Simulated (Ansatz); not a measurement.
# CH5AlClFSi: one species, many methods

One table from this session's results is given with a row withheld; the runs are named, their logs left out.

The runs use Ansatz 0.2.0, Gaussian basis; functionals in def2-TZVPP, the program's frozen cores in correlated methods.

Levels to be run: PBE-D4, r2SCAN-D4, PBE0-D4, B3LYP-D4, ωB97X-V, ωB97M-V, B2PLYP; CCSD(T)/def2-TZVPP; MP2/def2-QZVPP; extrapolation to the limit.

## The relaxed structure

All runs share one geometry, relaxed beforehand with PBE0-D4 in a triple-zeta def2 set.

SMILES `C[SiH2][Al]([F])[Cl]`, 10 atoms, charge 0, spin multiplicity 1.

Atoms are counted from 1 here; the program's logs count them from 0.

Bond lengths: C1–Si2 1.877 Å, C1–H6 1.092 Å, C1–H7 1.092 Å, C1–H8 1.092 Å, Si2–Al3 2.437 Å, Si2–H9 1.491 Å, Si2–H10 1.491 Å, Al3–F4 1.648 Å, Al3–Cl5 2.093 Å. Angles: Si2–C1–H6 110.9°, Si2–C1–H7 110.4°, Si2–C1–H8 110.9°, H6–C1–H7 108.3°, H6–C1–H8 107.9°, H7–C1–H8 108.3°, C1–Si2–Al3 113.0°, C1–Si2–H9 110.7°, C1–Si2–H10 110.6°, Al3–Si2–H9 107.8°, Al3–Si2–H10 107.7°, H9–Si2–H10 106.8°, Si2–Al3–F4 120.9°, Si2–Al3–Cl5 123.0°, F4–Al3–Cl5 116.1°.

Set-up of the first run:

Contents of in.yaml:

```yaml
crystal:
  periodic: [false, false, false]
  atoms:
    - {symbol: C, position_ang: [-0.706324, 0.262889, 1.478390]}
    - {symbol: Si, position_ang: [0.222946, 0.750848, -0.077522]}
    - {symbol: Al, position_ang: [0.589584, -1.121541, -1.593043]}
    - {symbol: F, position_ang: [0.065087, -2.635923, -1.208777]}
    - {symbol: Cl, position_ang: [1.570481, -0.925181, -3.431114]}
    - {symbol: H, position_ang: [-0.157510, -0.497828, 2.036955]}
    - {symbol: H, position_ang: [-0.846249, 1.130519, 2.126948]}
    - {symbol: H, position_ang: [-1.689327, -0.143918, 1.233210]}
    - {symbol: H, position_ang: [-0.521289, 1.803709, -0.826670]}
    - {symbol: H, position_ang: [1.555804, 1.325526, 0.264722]}
basis:
  gaussian: {orbitals: def2-TZVPP}
hamiltonian: {xc: pbe, dispersion: d4}
output: {forces: true, orbitals: {seedname: orbitals}}
```

Started as:

```
$ ansatz run in.yaml --threads 4 --pin off --events-out ev --progress --plain --max-ram 10444MiB
```

Among the steps run: PBE-D4 (GGA); r2SCAN-D4 (meta-GGA); PBE0-D4 (hybrid); B3LYP-D4 (hybrid); ωB97X-V (range-separated); ωB97M-V (range-separated); B2PLYP (double hybrid); CCSD(T) in def2-TZVPP; MP2 in def2-QZVPP.

One table of the session follows, with a row left open; its other results are not shown here.

```
            method  atomisation energy (kJ/mol)
            PBE-D4                       3505.8
         r2SCAN-D4                       3509.5
           PBE0-D4                       3472.7
          B3LYP-D4                       3472.2
           ωB97X-V                            ?
           ωB97M-V                       3497.1
            B2PLYP                       3447.2
     HF/def2-TZVPP                       2684.8
    MP2/def2-TZVPP                       3466.1
   CCSD/def2-TZVPP                       3371.3
CCSD(T)/def2-TZVPP                       3413.2
           MP2/CBS                       3559.0
       CCSD(T)/CBS                       3506.1
```

Q: Estimate the row for ωB97X-V from the others.

As computed: atomisation energy (kJ/mol): 3510.1. In the column «atomisation energy (kJ/mol)» it lies between r2SCAN-D4 (3509.5) and MP2/CBS (3559.0).
